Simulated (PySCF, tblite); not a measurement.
# C₅H₁₃FO₂Si: geometry, infrared bands and NMR shifts

Wanted: the infrared bands and NMR shifts of C₅H₁₃FO₂Si (`CCO[Si@@H](O)C[C@H](C)F`), by calculation.

Programs: tblite 0.8.0 and PySCF 2.14.0, with density-fitted response routines of our own. Each step states its level of theory. These are calculated values for one molecule in the gas phase, unless marked as measured. Atoms count from 0, in the outputs and in this text.

### 1 The molecule as given

22 atoms, charge 0, multiplicity 1; geometry from: force field or distance geometry start.

Bonds of the start (Å): C0–C1 1.52, C1–O2 1.41, O2–Si3 1.71, Si3–O4 1.71, Si3–C5 1.86, C5–C6 1.51, C6–C7 1.52, C6–F8 1.39, C0–H9 1.11, C0–H10 1.10, C0–H11 1.12, C1–H12 1.10, C1–H13 1.11, Si3–H14 1.48, O4–H15 1.00, C5–H16 1.13, C5–H17 1.11, C6–H18 1.11, C7–H19 1.12, C7–H20 1.10, C7–H21 1.12.

### 2 Geometry optimisation with GFN2-xTB

Job settings and geometry (Å):

```
{"job": {"kind": "relax", "xc": "GFN2-xTB", "basis": "xTB"}, "charge": 0, "multiplicity": 1}
C     -2.988400    -1.001100     0.902500
C     -1.994100    -0.344800    -0.041400
O     -1.153900     0.443700     0.766600
Si    -0.040500     1.173200    -0.314700
O     -0.504500     2.781800    -0.680700
C      1.705600     1.121300     0.322100
C      2.381100    -0.066400    -0.332300
C      1.657800    -1.347300     0.043800
F      3.730000    -0.175500    -0.020400
H     -3.370700    -1.934800     0.437000
H     -2.488000    -1.250700     1.848300
H     -3.862000    -0.326300     1.081500
H     -2.549100     0.296600    -0.743500
H     -1.401700    -1.096200    -0.608700
H     -0.101800     0.415700    -1.584000
H      0.200300     3.122200    -1.301000
H      2.219000     2.039600    -0.082100
H      1.765700     1.103300     1.433500
H      2.324600     0.090400    -1.434300
H      2.444600    -2.145500     0.118900
H      1.069900    -1.259100     0.969000
H      0.945700    -1.620500    -0.780900
```

Run with:

```sh
$ OMP_NUM_THREADS=1 python probes_run.py task.json out
```

This one command runs all jobs of the session in turn.

**Question.** This job is followed by: GFN2-xTB harmonic vibrations, gas phase; GIAO PBE0/pcSseg-1 NMR shielding, non-relativistic, gas phase. What will the session give for the following? strongest single infrared mode (GFN2-xTB); zero-point energy (GFN2-xTB); 13C shifts against TMS (PBE0/pcSseg-1); 1H shifts against TMS (PBE0/pcSseg-1, means over atoms taken as alike); 17O shifts against H2O (PBE0/pcSseg-1); 29Si shifts against TMS (PBE0/pcSseg-1); 19F shifts against CFCl3 (PBE0/pcSseg-1).

The runs gave:

| quantity | value |
| --- | --- |
| strongest single infrared mode (GFN2-xTB) | 2213 cm⁻¹, 293 km/mol |
| zero-point energy (GFN2-xTB) | 111.0 kcal/mol |
| 13C shifts against TMS (PBE0/pcSseg-1) | 89.3, 63.9, 31.2, 24.8, 21.5 ppm |
| 1H shifts against TMS (PBE0/pcSseg-1, means over atoms taken as alike) | 5.15, 4.77, 4.14, 4.11, 1.57, 1.51, 1.33, 1.13, 1.11 ppm |
| 17O shifts against H2O (PBE0/pcSseg-1) | 65.7, 48.3 ppm |
| 29Si shifts against TMS (PBE0/pcSseg-1) | -25.0 ppm |
| 19F shifts against CFCl3 (PBE0/pcSseg-1) | -181.4 ppm |

**Reading.** Over 205 steps the energy fell by 1.206 eV; of the close pairs, O2–Si3 changed most, 1.715 to 1.612 Å. No mode is imaginary among the 60: a minimum at this level. The strongest single mode, at 2213 cm⁻¹, moves mainly H14. Unscaled tight-binding wavenumbers are off by several per cent, some by more. Its intensities can rank the bands wrongly. C6 (sp3 CH bonded to F) lies farthest downfield among carbon, at 89.3 ppm; pulled downfield by the heteroatom.
